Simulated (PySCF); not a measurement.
# C6H4F4: the cost of one run

Computed with PySCF 2.14.0, with density-fitted response routines of our own, on a single molecule, in the gas phase or a continuum. Atoms are numbered from 0 throughout.

## (1) The molecule as given

14 atoms, charge 0, multiplicity 1; geometry from: GFN2-xTB.

Bonds of the start (Å): F0–C1 1.33, C1–C2 1.35, C2–C3 1.49, C3–F4 1.34, C3–F5 1.35, C3–F6 1.35, C2–C7 1.45, C7–C8 1.34, C8–C9 1.49, C9–C1 1.49, C7–H10 1.07, C8–H11 1.07, C9–H12 1.09, C9–H13 1.09.

## (2) Geometry optimisation at PBE0-D3(BJ)/def2-SVP

Job settings and geometry (Å):

```
{"job": {"xc": "PBE0", "basis": "def2-SVP", "d3": "d3bj", "grid": 1, "kind": "geom"}, "charge": 0, "multiplicity": 1}
F     -0.034116    -2.030443    -1.183003
C     -0.302761    -0.897117    -0.546907
C      0.564373    -0.038767     0.020735
C      2.051020    -0.115857     0.095012
F      2.561305    -1.202599    -0.491440
F      2.488768    -0.123227     1.369072
F      2.636432     0.948352    -0.487804
C     -0.199971     1.056971     0.596018
C     -1.504634     0.853839     0.374156
C     -1.702448    -0.417952    -0.379822
H      0.258355     1.880696     1.109985
H     -2.316749     1.486415     0.676035
H     -2.309770    -1.140228     0.169722
H     -2.190480    -0.260556    -1.343925
```

Command:

```bash
$ OMP_NUM_THREADS=1 python probes_run.py task.json out
```

The driver reads the jobs from task.json and runs them one after another.

Q: Estimate the wall time and peak memory of this first job on 1 thread of Intel Xeon Platinum 8259CL at 2.50GHz, shared host.

About 1.8 min, with a peak of 0.65 GiB.
